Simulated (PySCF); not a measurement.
# C2H7NSi3: the cost of one run

Programs: PySCF 2.14.0, with density-fitted response routines of our own. Each step states its level of theory. These are calculated values for one molecule in the gas phase, unless marked as measured. Atoms are numbered from 0 throughout.

### 1 The molecule as given

13 atoms, charge 0, multiplicity 1; geometry from: PBE0-D3(BJ)/def2-SVP.

Bonds of the start (Å): N0–C1 1.16, C1–Si2 1.86, Si2–C3 1.89, C3–Si4 1.91, Si4–Si5 2.36, Si5–Si2 2.35, Si2–H6 1.49, C3–H7 1.10, C3–H8 1.10, Si4–H9 1.49, Si4–H10 1.49, Si5–H11 1.49, Si5–H12 1.50.

### 2 Nuclear shieldings: PBE0/6-31G*

Job settings and geometry (Å):

```
{"job": {"kind": "nmr", "xc": "PBE0", "basis": "6-31G*", "pop": true}, "charge": 0, "multiplicity": 1}
N     -2.593541     1.055836    -1.847184
C     -2.029386     0.766932    -0.875106
Si    -1.062983     0.317033     0.650953
C     -0.244662    -1.360240     0.323052
Si     1.257190    -0.707851    -0.666609
Si     1.036434     1.363655     0.450418
H     -1.993715     0.436727     1.809453
H     -0.867180    -2.130833    -0.155794
H      0.121359    -1.754988     1.287698
H      0.915818    -0.562224    -2.112965
H      2.508743    -1.510279    -0.518357
H      1.168898     2.676170    -0.242812
H      1.758970     1.375151     1.760953
```

Level: GIAO PBE0/6-31G* NMR shielding, non-relativistic, gas phase.

Run with:

```sh
$ OMP_NUM_THREADS=1 python probes_run.py task.json out
```

This one command runs all jobs of the session in turn.

**Question.** How long does this first job take on 1 thread of Arm Neoverse V1, shared host, and how much memory does it need?

About 13 s, with a peak of 0.62 GiB.
